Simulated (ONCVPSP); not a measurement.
**An ONCV potential for Cl, from input to tests**

Do these settings give a usable potential? It is generated, then checked for transferability, scattering, ghosts and hardness.

The numbers are computed with ONCVPSP 4.0.1.1 (patched build) (LDA (Perdew-Wang 92), scalar-relativistic, spin-unpolarised reference atom).

## 1. The atom and the settings

Typed settings, in words:

* element: chlorine (Cl, Z = 17)
* type: optimised norm-conserving Vanderbilt (ONCV)
* frozen core: [He]
* valence charge: 15
* reference configuration: 2s2 2p6 3s2 3p5
* partial waves: 2s+3s: rc 0.65 bohr, ncon 4, nbas 7, qcut 20.3 1/bohr, 2 projectors; 2p+3p: rc 0.70 bohr, ncon 4, nbas 9, qcut 18.7 1/bohr, 2 projectors; d scattering state at 0.16 Ha: rc 0.55 bohr, ncon 4, nbas 8, qcut 19.5 1/bohr, 3 projectors, debl 3.9 Ha
* local potential: polynomial inside 0.55 bohr (lpopt 5, dvloc0 2 Ha)
* core correction: polynomial model core, fcfact 0.2

An earlier all-electron run gives the scale for the radii.

All-electron outer shells of the reference configuration (LDA (PZ), scalar-relativistic, ld1.x):

```
shell  level (eV)  outermost node (bohr)  outermost maximum (bohr)
   1s    -2741.96                      –                      0.06
   2s     -251.73                   0.12                      0.36
   2p     -191.63                      –                      0.30
   3s      -20.69                   0.56                      1.27
   3p       -8.70                   0.53                      1.43
```

## 2. The generation run

Cl.dat reads:

```
# ATOM AND REFERENCE CONFIGURATION
# atsym  z   nc   nv     iexc    psfile
  Cl 17.00    1    4  -001012      upf
#
#   n    l    f
    1    0    2.00
    2    0    2.00
    2    1    6.00
    3    0    2.00
    3    1    5.00
#
# PSEUDOPOTENTIAL AND OPTIMIZATION
# lmax
    2
#
#   l,   rc,      ep,       ncon, nbas, qcut
    0    0.65    0.00    4    7   20.30
    1    0.70    0.00    4    9   18.70
    2    0.55    0.16    4    8   19.50
#
# LOCAL POTENTIAL
# lloc, lpopt,  rc(5),   dvloc0
    4    5    0.55    2.00
#
# VANDERBILT-KLEINMAN-BYLANDER PROJECTORs
# l, nproj, debl
    0    2    2.60
    1    2    2.90
    2    3    3.90
#
# MODEL CORE CHARGE
# icmod, fcfact, rcfact
    1    0.20    0.00
#
# LOG DERIVATIVE ANALYSIS
# epsh1, epsh2, depsh
  -11.00    5.00    0.04
#
# OUTPUT GRID
# rlmax, drl
    6.00    0.01
#
# TEST CONFIGURATIONS
# ncnf
    4
# nvcnf
#   n    l    f
    4
    2    0    2.00
    2    1    6.00
    3    0    2.00
    3    1    4.00
#
    4
    2    0    2.00
    2    1    6.00
    3    0    2.00
    3    1    3.00
#
    4
    2    0    2.00
    2    1    6.00
    3    0    2.00
    3    1    2.00
#
    4
    2    0    1.00
    2    1    6.00
    3    0    2.00
    3    1    5.00
#
```

On the command line:

```bash
$ oncvpsp.x < Cl.dat > Cl.out
```

What does the calculation give? Wanted: cutoffs for 1 and 0.1 mHa per electron, occupied waves; bound ghosts; GHOST(+) flags; largest miss of a reference level; largest test error; largest phase difference near zero energy, channels read; rms error of d²Exc/dn², without and with the model core.

As calculated:

| quantity | value |
| --- | --- |
| cutoffs for 1 and 0.1 mHa per electron, occupied waves | 151 Ha and 169 Ha |
| bound ghosts | none found |
| GHOST(+) flags | d at 1362 eV |
| largest miss of a reference level | 22 meV (2s) |
| largest test error (AE − PS) | -359 meV, for 2s1 2p6 3s2 3p5 |
| largest phase difference near zero energy, channels read | 0.000 rad |
| rms error of d²Exc/dn², without and with the model core | 2.94 and 2.16 mHa |

By total energies transferability is fair for so large an energy: the largest error is 359 meV on 268.4 eV, for 2s1 2p6 3s2 3p5. That test lies far up in energy; among those under 40 eV, nearer to bonding, the largest error is 4.0 meV. It counts as very hard, with 151 Ha needed at the looser tolerance. It is free of bound ghosts as far as tested. Near zero energy the phases of the channels with partial waves agree within 0.001 rad. The program also flags highly localised states, GHOST(+) (d). All of this concerns the isolated atom, not yet a solid.
